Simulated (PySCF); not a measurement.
# HgCl+: bond curves at several levels of theory

Aim: find the lowest electronic state of HgCl+, scan its bond at several levels of theory, and get bond length, wavenumber and dissociation energy from each curve.

Program: PySCF 2.14.0. Level of theory: Hg def2-SVP with ECP60, Cl def2-SVP, scalar-relativistic core potentials. These are calculated values, not measurements.

## Step 1: Input

A driver script around PySCF takes these settings:

- atoms: Hg, Cl
- charge: 1
- basis: Hg def2-SVP with ECP60, Cl def2-SVP
- Hamiltonian: scalar-relativistic core potentials
- basis functions: 50
- electrons treated: 36
- masses in u: 201.9706, 34.9689
- levels: PBE0, PBE, r²SCAN, MN15, B3LYP, r²SCAN0, LC-ωPBE, HF, MP2, SCS-MP2, CCSD, CCSD(T)
- grid: 80 radial by 434 angular points
- occupations: held fixed by the projection of orbital angular momentum
- dissociation limit: Hg+ + Cl, each in its ground configuration
- starting distance in angstrom: 2.445
- values of 2S to try: 0, 2

The run is started by

```bash
> OMP_NUM_THREADS=1 python dia.py task.json out
```

Further steps of the session: PBE0 along the bond; Higher solutions at PBE0; PBE; r²SCAN; MN15 (hybrid meta-GGA); B3LYP (global hybrid GGA); r²SCAN0 (hybrid meta-GGA); LC-ωPBE; RHF; MP2 and coupled cluster.

Q: Predict the outcome of this session. Wanted: for each run, Re; ωe; De; μ.

The runs gave:

Lowest PBE0 solution found, without spin–orbit coupling: ¹Σ⁺ (singlet), closed shell. State 2 has its PBE0 minimum 1.03 eV higher. State 3 has its PBE0 minimum 1.12 eV higher, as a spin-mixed determinant (⟨S²⟩ = 1.00), so this is no gap between pure states. The other levels ran on the lowest alone.

| level | Re (Å) | ωe (cm⁻¹) | De (eV) | μ (D) |
| --- | --- | --- | --- | --- |
| RHF | 2.290 | 381 | 0.291 | -4.08 |
| RHF-MP2 | 2.268 | 365 | 1.45 | n/a |
| RHF-SCS-MP2 | 2.283 | 356 | 1.36 | n/a |
| RHF-CCSD | 2.298 | 345 | 1.37 | n/a |
| RHF-CCSD(T) | 2.311 | 329 | 1.55 | n/a |
| PBE | 2.300 | 336 | 2.17 | -1.67 |
| r²SCAN | 2.280 | 354 | 1.96 | -2.15 |
| B3LYP | 2.307 | 340 | 1.79 | -1.95 |
| PBE0 | 2.278 | 359 | 1.81 | -2.32 |
| r²SCAN0 | 2.267 | 369 | 1.67 | -2.57 |
| MN15 | 2.263 | 361 | 1.93 | -1.98 |
| LC-ωPBE | 2.245 | 394 | 1.52 | -3.08 |

De is counted to Hg+ + Cl in their ground configurations. A positive dipole points from Hg to Cl; in an ion it is taken about the centre of mass and does not tell which atom is negative.

In words: Bond lengths run from 2.245 Å (LC-ωPBE) to 2.311 Å (RHF-CCSD(T)). Of the levels with a De here, RHF gives the least (0.291 eV) and PBE the most (2.17 eV).

Correlated steps freeze 5 core orbitals. These are scalar-relativistic numbers at best; spin–orbit coupling would shift them, the dissociation energy most. T1 is 0.026 near the minimum (highest on the curve 0.029), which may point to more than one leading configuration.
